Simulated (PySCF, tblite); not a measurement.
**C₄H₁₀GeO₂Si₂: geometry, infrared bands and NMR shifts**

Wanted: the infrared bands and NMR shifts of C₄H₁₀GeO₂Si₂ (`C#C[SiH2][O][Ge@H]([CH]=O)[CH2][SiH3]`), by calculation.

Programs: tblite 0.8.0 and PySCF 2.14.0, with density-fitted response routines of our own. Each step states its level of theory. These are calculated values for one molecule in the gas phase, unless marked as measured. Atoms are numbered from 0 throughout.

## Step 1: Starting geometry

19 atoms, charge 0, multiplicity 1; geometry from: force field or distance geometry start.

Bonds of the start (Å): C0–C1 1.20, C1–Si2 1.83, Si2–O3 1.70, O3–Ge4 1.79, Ge4–C5 1.92, C5–O6 1.22, Ge4–C7 1.95, C7–Si8 1.86, C0–H9 1.05, Si2–H10 1.48, Si2–H11 1.47, Ge4–H12 1.55, C5–H13 1.08, C7–H14 1.11, C7–H15 1.10, Si8–H16 1.47, Si8–H17 1.47, Si8–H18 1.47.

## Step 2: Relaxing the molecule with GFN2-xTB

The job: settings as JSON, then the geometry in Å.

```
{"job": {"kind": "relax", "xc": "GFN2-xTB", "basis": "xTB"}, "charge": 0, "multiplicity": 1}
C     -1.475700     2.410600    -1.688600
C     -1.853000     1.450900    -1.077400
Si    -2.379200    -0.017200    -0.126300
O     -1.262500    -0.345400     1.117500
Ge     0.164100    -1.110400     0.348400
C      0.203900    -2.977100     0.776700
O      1.119100    -3.674600     0.365900
C      1.783700    -0.251100     1.016700
Si     1.769200     1.547100     0.542400
H     -1.167300     3.261300    -2.227100
H     -3.702400     0.269200     0.469700
H     -2.540200    -1.171000    -1.030000
H      0.151900    -0.957600    -1.195000
H     -0.571400    -3.408300     1.388400
H      1.810400    -0.342100     2.119000
H      2.664700    -0.745800     0.580600
H      1.708000     1.676400    -0.919700
H      0.582100     2.194800     1.129300
H      2.984600     2.199700     1.050000
```

On the command line:

```bash
$ OMP_NUM_THREADS=1 python probes_run.py task.json out
```

The driver reads the jobs from task.json and runs them one after another.

Output:

```text
step      E/eV     max force
  0    -737.61886    2.129
  1    -737.73843    2.359
  2    -737.82416    0.834
  3    -737.85626    0.784
  4    -737.89494    2.196
  5    -737.93745    0.618
  6    -737.95917    0.630
  7    -737.98173    0.495
  8    -737.99752    0.331
  9    -738.01841    0.466
 10    -738.04189    0.507
 11    -738.06599    0.414
 12    -738.08661    0.422
 13    -738.10401    0.276
 14    -738.11738    0.321
 15    -738.12829    0.237
 16    -738.13834    0.263
 17    -738.14795    0.253
 18    -738.15685    0.297
 19    -738.16500    0.230
 20    -738.17286    0.218
 21    -738.18116    0.273
 22    -738.19032    0.279
 23    -738.19951    0.209
 24    -738.20743    0.208
 25    -738.21403    0.168
 26    -738.21934    0.170
 27    -738.22331    0.164
 28    -738.22630    0.140
 29    -738.22861    0.127
 30    -738.23063    0.114
 31    -738.23296    0.128
 32    -738.23605    0.154
 33    -738.23980    0.167
 34    -738.24274    0.219
 35    -738.24585    0.121
 36    -738.24799    0.098
 37    -738.25001    0.130
 38    -738.25242    0.165
 39    -738.25530    0.138
 40    -738.25780    0.143
 41    -738.25991    0.098
 42    -738.26164    0.106
 43    -738.26333    0.105
 44    -738.26474    0.109
 45    -738.26562    0.080
 46    -738.26624    0.067
 47    -738.26684    0.052
 48    -738.26747    0.086
 49    -738.26809    0.095
 50    -738.26864    0.060
 51    -738.26910    0.052
 52    -738.26949    0.046
 53    -738.26991    0.063
 54    -738.27054    0.082
 55    -738.27148    0.109
 56    -738.27261    0.095
 57    -738.27353    0.065
 58    -738.27412    0.050
 59    -738.27453    0.054
 60    -738.27502    0.064
 61    -738.27566    0.066
 62    -738.27640    0.073
 63    -738.27715    0.066
 64    -738.27783    0.066
 65    -738.27838    0.056
 66    -738.27880    0.048
 67    -738.27911    0.073
 68    -738.27940    0.051
 69    -738.27967    0.032
 70    -738.27991    0.039
 71    -738.28008    0.037
 72    -738.28026    0.037
 73    -738.28041    0.025
 74    -738.28057    0.031
 75    -738.28073    0.031
 76    -738.28089    0.033
 77    -738.28103    0.029
 78    -738.28114    0.025
 79    -738.28124    0.026
 80    -738.28136    0.029
 81    -738.28153    0.036
 82    -738.28169    0.029
 83    -738.28178    0.019
 84    -738.28181    0.014
 85    -738.28184    0.014
 86    -738.28189    0.020
 87    -738.28197    0.030
 88    -738.28207    0.037
 89    -738.28216    0.025
 90    -738.28224    0.023
 91    -738.28228    0.018
 92    -738.28232    0.018
 93    -738.28235    0.012
 94    -738.28239    0.015
 95    -738.28245    0.018
 96    -738.28251    0.021
 97    -738.28256    0.018
 98    -738.28260    0.016
 99    -738.28264    0.018
100    -738.28274    0.036
101    -738.28291    0.056
102    -738.28319    0.066
103    -738.28347    0.045
104    -738.28364    0.021
105    -738.28373    0.023
106    -738.28385    0.030
107    -738.28405    0.094
108    -738.28427    0.052
109    -738.28447    0.059
110    -738.28459    0.035
111    -738.28465    0.032
112    -738.28471    0.017
113    -738.28480    0.031
114    -738.28497    0.041
115    -738.28517    0.050
116    -738.28541    0.035
117    -738.28556    0.021
118    -738.28567    0.022
119    -738.28577    0.028
120    -738.28593    0.034
121    -738.28616    0.028
122    -738.28640    0.065
123    -738.28661    0.044
124    -738.28680    0.030
125    -738.28705    0.026
126    -738.28724    0.031
127    -738.28747    0.036
128    -738.28763    0.034
129    -738.28776    0.024
130    -738.28791    0.030
131    -738.28811    0.050
132    -738.28835    0.055
133    -738.28864    0.047
134    -738.28890    0.049
135    -738.28931    0.054
136    -738.28981    0.058
137    -738.29015    0.089
138    -738.29066    0.073
139    -738.29103    0.062
140    -738.29183    0.172
141    -738.29227    0.068
142    -738.29277    0.052
143    -738.29322    0.070
144    -738.29339    0.025
145    -738.29360    0.029
146    -738.29375    0.074
147    -738.29393    0.070
148    -738.29421    0.034
149    -738.29443    0.034
150    -738.29457    0.045
151    -738.29469    0.045
152    -738.29483    0.025
153    -738.29497    0.029
154    -738.29515    0.028
155    -738.29530    0.021
156    -738.29540    0.023
157    -738.29547    0.022
158    -738.29554    0.020
159    -738.29559    0.017
160    -738.29563    0.013
161    -738.29568    0.019
162    -738.29573    0.024
163    -738.29580    0.026
164    -738.29589    0.020
165    -738.29598    0.030
166    -738.29609    0.036
167    -738.29622    0.031
168    -738.29634    0.031
169    -738.29644    0.024
170    -738.29651    0.014
171    -738.29656    0.013
172    -738.29660    0.015
173    -738.29663    0.016
174    -738.29667    0.018
175    -738.29671    0.015
176    -738.29675    0.014
177    -738.29678    0.014
178    -738.29680    0.014
179    -738.29682    0.011
180    -738.29683    0.012
181    -738.29685    0.009
```

Wall time 3.3 s (1 thread of Arm Neoverse N1, shared host).

Along the way: (not every step is listed)

| step | energy from step 0 (eV) | largest force (eV/Å) |
| --- | --- | --- |
| 0 | 0.0000 | 2.1293 |
| 1 | -0.1196 | 2.3591 |
| 2 | -0.2053 | 0.8340 |
| 3 | -0.2374 | 0.7844 |
| 4 | -0.2761 | 2.1963 |
| 5 | -0.3186 | 0.6183 |
| 6 | -0.3403 | 0.6299 |
| 7 | -0.3629 | 0.4946 |
| 8 | -0.3787 | 0.3309 |
| 24 | -0.5886 | 0.2080 |
| 40 | -0.6389 | 0.1432 |
| 56 | -0.6537 | 0.0950 |
| 72 | -0.6614 | 0.0367 |
| 88 | -0.6632 | 0.0371 |
| 104 | -0.6648 | 0.0211 |
| 120 | -0.6671 | 0.0337 |
| 136 | -0.6709 | 0.0581 |
| 152 | -0.6760 | 0.0251 |
| 168 | -0.6775 | 0.0311 |
| 176 | -0.6779 | 0.0144 |
| 177 | -0.6779 | 0.0137 |
| 178 | -0.6779 | 0.0139 |
| 179 | -0.6780 | 0.0106 |
| 180 | -0.6780 | 0.0119 |
| 181 | -0.6780 | 0.0091 |

Close pairs (by a distance rule), those that changed most:

| bond | before (Å) | after (Å) | change (Å) |
| --- | --- | --- | --- |
| Si2–Ge4 | 2.809 | 3.245 | +0.436 |
| Ge4–C5 | 1.916 | 2.019 | +0.104 |
| Si2–O3 | 1.703 | 1.626 | -0.078 |
| C7–Si8 | 1.860 | 1.903 | +0.044 |
| O3–Ge4 | 1.792 | 1.755 | -0.038 |
| C5–H13 | 1.078 | 1.111 | +0.033 |
| Ge4–C7 | 1.951 | 1.981 | +0.030 |
| C1–Si2 | 1.827 | 1.855 | +0.029 |

The final coordinates are the input of the step that follows.

## Step 3: Harmonic vibrations with GFN2-xTB

The job: settings as JSON, then the geometry in Å.

```
{"job": {"kind": "ir", "xc": "GFN2-xTB", "basis": "xTB"}, "charge": 0, "multiplicity": 1}
C     -1.548456     2.330342    -2.025035
C     -1.875685     1.518513    -1.200926
Si    -2.341739     0.253539     0.073701
O     -1.221169    -0.921616     0.153019
Ge     0.472119    -1.361255     0.018318
C      0.398585    -3.298685     0.582389
O      1.359354    -4.006346     0.686055
C      1.585551    -0.189006     1.163123
Si     1.576862     1.639829     0.636097
H     -1.270634     3.042138    -2.749137
H     -2.404259     0.912161     1.383443
H     -3.560379    -0.455406    -0.315020
H      0.791142    -1.191654    -1.464948
H     -0.613562    -3.685578     0.826429
H      1.239370    -0.289864     2.192213
H      2.600330    -0.583696     1.129555
H      1.874991     1.739908    -0.794924
H      0.287058     2.255973     0.941897
H      2.640718     2.299954     1.404341
```

Output:

```text
mode    cm-1     km/mol
  1      14.6      4.83
  2      30.2      1.46
  3      34.6      2.83
  4      45.6      0.68
  5      63.9      0.99
  6      75.8      1.70
  7      90.3      1.65
  8     113.6      2.30
  9     146.9      3.02
 10     159.0      7.88
 11     193.0     10.65
 12     206.0      1.05
 13     294.2      8.92
 14     317.0     19.92
 15     389.6     45.15
 16     469.7      7.88
 17     485.6     19.81
 18     506.7     84.89
 19     539.8      7.64
 20     547.6    147.33
 21     603.1     12.45
 22     615.8     37.13
 23     627.8    239.89
 24     647.5     15.12
 25     680.1     40.69
 26     682.4     15.82
 27     696.0    137.51
 28     742.1    115.68
 29     752.8    162.21
 30     758.3    275.82
 31     769.7     79.20
 32     773.1    131.03
 33     777.4    336.69
 34     794.8    409.08
 35     924.5    547.23
 36     988.0     15.65
 37    1090.7     95.82
 38    1310.7     72.47
 39    1417.9      1.14
 40    1742.5    353.51
 41    1803.6    340.24
 42    2190.2    316.29
 43    2210.3     40.22
 44    2223.7    381.94
 45    2240.2    235.79
 46    2248.4    254.68
 47    2281.5    270.65
 48    2684.8    138.94
 49    2961.0     23.46
 50    2976.1     15.88
 51    3350.0      1.73
```

Wall time 1.9 s (1 thread of Arm Neoverse N1, shared host).

The strongest bands and the atoms that carry them (share of the mass-weighted mode):

| cm⁻¹ | km/mol | atoms |
| --- | --- | --- |
| 758 | 275.8 | H13 23 %, C5 17 %, H10 13 % |
| 777 | 336.7 | H18 31 %, H11 18 %, H10 15 %, H16 13 % |
| 795 | 409.1 | H18 27 %, H16 17 %, H17 17 %, Si8 10 % |
| 924 | 547.2 | O3 70 %, Si2 23 % |
| 1742 | 353.5 | C5 48 %, O6 37 %, H12 15 % |
| 1804 | 340.2 | H12 84 % |
| 2190 | 316.3 | H10 93 % |
| 2224 | 381.9 | H18 96 % |

## Step 4: NMR shieldings: PBE0/pcSseg-1

Settings changed since step 3:

```diff
@@ -1,2 +1,2 @@
-{"job": {"kind": "ir", "xc": "GFN2-xTB", "basis": "xTB"}, "charge": 0, "multiplicity": 1}
+{"job": {"kind": "nmr", "xc": "PBE0", "basis": "pcSseg-1"}, "charge": 0, "multiplicity": 1}
 C     -1.548456     2.330342    -2.025035
```

With the program's defaults for keys left out, this is: GIAO PBE0/pcSseg-1 NMR shielding, non-relativistic, gas phase.

Output:

```text
coarse grid: 76040 points
cycle   1  E = -2963.4347650952  dE =  2.459e-01  |g| = 1.405e+00  |ddm| = 4.194e+00
cycle   2  E = -2962.7590203073  dE =  6.757e-01  |g| = 2.323e+00  |ddm| = 2.478e+00
cycle   3  E = -2963.6892829156  dE = -9.303e-01  |g| = 3.884e-01  |ddm| = 1.854e+00
cycle   4  E = -2963.7147278737  dE = -2.544e-02  |g| = 1.281e-01  |ddm| = 2.668e-01
cycle   5  E = -2963.7168179702  dE = -2.090e-03  |g| = 5.486e-02  |ddm| = 1.049e-01
cycle   6  E = -2963.7173656308  dE = -5.477e-04  |g| = 1.036e-02  |ddm| = 4.518e-02
cycle   7  E = -2963.7173837554  dE = -1.812e-05  |g| = 3.328e-03  |ddm| = 1.060e-02
cycle   8  E = -2963.7173863600  dE = -2.605e-06  |g| = 8.615e-04  |ddm| = 3.547e-03
final grid: 157864 points
cycle   9  E = -2963.7173697993  dE =  3.288e-07  |g| = 1.602e-03  |ddm| = 3.503e-03
cycle  10  E = -2963.7173677414  dE =  2.058e-06  |g| = 3.364e-03  |ddm| = 3.103e-03
cycle  11  E = -2963.7173703866  dE = -2.645e-06  |g| = 2.701e-04  |ddm| = 2.116e-03
cycle  12  E = -2963.7173704036  dE = -1.702e-08  |g| = 3.936e-05  |ddm| = 2.244e-04
cycle  13  E = -2963.7173704040  dE = -3.274e-10  |g| = 1.688e-05  |ddm| = 3.622e-05
converged SCF energy = -2963.7173704040

GIAO shielding tensors (ppm)
atom      isotropic    diamagn.    paramagn.     s11        s22        s33       span
  0 C       82.805     261.239    -178.433      0.202      5.446    242.768    242.566
  1 C       96.101     263.125    -167.024     -2.727      5.109    285.921    288.648
  2 Si     399.675     880.782    -481.107    354.726    385.697    458.602    103.876
  3 O      314.825     406.971     -92.146    249.737    324.995    369.743    120.006
  4 Ge    1381.734    2758.090   -1376.356   1205.048   1410.343   1529.811    324.763
  5 C      -56.449     253.036    -309.485   -156.031    -83.894     70.578    226.608
  6 O     -580.775     397.191    -977.965  -1583.852   -535.311    376.838   1960.690
  7 C      191.443     258.989     -67.546    177.237    194.603    202.488     25.251
  8 Si     419.173     881.350    -462.177    398.431    405.682    453.407     54.975
  9 H       29.631      33.561      -3.930     24.426     25.283     39.184     14.758
 10 H       26.342      29.991      -3.649     23.475     24.376     31.175      7.700
 11 H       26.301      27.727      -1.426     22.260     24.451     32.193      9.933
 12 H       26.217      31.067      -4.850     19.979     22.432     36.239     16.260
 13 H       19.504      27.249      -7.745     13.063     19.397     26.052     12.989
 14 H       31.364      32.634      -1.270     26.855     28.463     38.774     11.919
 15 H       31.634      31.308       0.326     25.073     28.918     40.912     15.840
 16 H       27.598      31.752      -4.153     24.837     26.039     31.919      7.082
 17 H       27.314      31.885      -4.571     23.532     26.820     31.589      8.057
 18 H       27.343      29.421      -2.078     23.424     25.046     33.559     10.136
```

Wall time 1.9 min (1 thread of Arm Neoverse N1, shared host); peak memory 1.2 GiB.

The references, computed at this level on geometries of the same kind, shield at (ppm): 1H TMS 31.72, 13C TMS 186.9, 29Si TMS 349.2, 17O H2O 336.1, 73Ge GeMe4 1331. Their shielding less the atom's gives the shift. The references are single molecules in the gas phase, so shifts against H2O, NH3, PH3, H3PO4 or CFCl3 are not on the usual liquid scales and can be off by tens of ppm. Atoms listed in one row are averaged.

| atoms | environment | σ (ppm) | δ (ppm) |
| --- | --- | --- | --- |
| C5 | carbonyl carbon | -56.4 | 243.4 |
| C0 | terminal alkyne carbon | 82.8 | 104.1 |
| C1 | alkyne carbon | 96.1 | 90.8 |
| C7 | sp3 CH2 bonded to Ge and Si | 191.4 | -4.5 |
| H13 | hydrogen on a carbonyl carbon | 19.50 | 12.21 |
| H12 | hydrogen on a germanium bonded to 2 C, O | 26.22 | 5.50 |
| H11 | hydrogen on a silicon bonded to C, O | 26.30 | 5.42 |
| H10 | hydrogen on a silicon bonded to C, O | 26.34 | 5.37 |
| H16, H17, H18 | hydrogen on a silicon bonded to C | 27.42 | 4.30 |
| H9 | hydrogen on a terminal alkyne carbon | 29.63 | 2.09 |
| H14 | hydrogen on an sp3 CH2 bonded to Ge and Si | 31.36 | 0.35 |
| H15 | hydrogen on an sp3 CH2 bonded to Ge and Si | 31.63 | 0.08 |
| Si2 | silicon bonded to C, O, 2 H | 399.7 | -50.5 |
| Si8 | silicon bonded to C, 3 H | 419.2 | -70.0 |
| O6 | carbonyl oxygen | -580.8 | 916.9 |
| O3 | oxygen bonded to Ge, Si | 314.8 | 21.3 |
| Ge4 | germanium bonded to 2 C, O, H | 1382 | -51 |

Charges from the same density, by scheme (e):

| atoms | Mulliken | IAO | Hirshfeld | ESP fit |
| --- | --- | --- | --- | --- |
| C0 | -0.17 | -0.18 | -0.07 | -0.33 |
| C1 | -0.22 | -0.36 | -0.15 | -0.17 |
| Si2 | 0.90 | 1.03 | 0.41 | 0.60 |
| O3 | -0.86 | -0.86 | -0.33 | -0.50 |
| Ge4 | 0.92 | 0.94 | 0.45 | 0.51 |
| C5 | -0.01 | 0.04 | 0.06 | 0.31 |
| O6 | -0.32 | -0.35 | -0.21 | -0.40 |
| C7 | -0.81 | -0.80 | -0.24 | -0.47 |
| Si8 | 0.50 | 0.61 | 0.31 | 0.45 |

Mayer bond orders: C0–C1 2.55, C1–Si2 0.89, Si2–O3 1.00, O3–Ge4 0.68, Ge4–C5 0.82, C5–O6 1.97, Ge4–C7 0.96, C7–Si8 0.88.

## Step 5: Summary of results

| quantity | value |
| --- | --- |
| strongest single infrared mode (GFN2-xTB) | 924 cm⁻¹, 547 km/mol |
| zero-point energy (GFN2-xTB) | 70.5 kcal/mol |
| 13C shifts against TMS (PBE0/pcSseg-1) | 243.4, 104.1, 90.8, -4.5 ppm |
| 1H shifts against TMS (PBE0/pcSseg-1, means over atoms taken as alike) | 12.21, 5.50, 5.42, 5.37, 4.30, 2.09, 0.35, 0.08 ppm |
| 29Si shifts against TMS (PBE0/pcSseg-1) | -50.5, -70.0 ppm |
| 17O shifts against H2O (PBE0/pcSseg-1) | 916.9, 21.3 ppm |
| 73Ge shifts against GeMe4 (PBE0/pcSseg-1) | -51 ppm |

**Reading.** The optimisation took 181 steps and gained 0.678 eV; among the close pairs (by a distance rule), Si2–Ge4 changed most, from 2.809 to 3.245 Å. All 51 modes are real, so the xTB geometry is a minimum. The strongest single mode, at 924 cm⁻¹, moves mainly O3. Unscaled tight-binding wavenumbers are off by several per cent, some by more. Its intensities can rank the bands wrongly. At PBE0/pcSseg-1: The largest span, 1961 ppm, is at O6, where the paramagnetic term is -978 ppm. Spin-orbit coupling is left out, which matters for shieldings and couplings at and beside the heavy atoms.
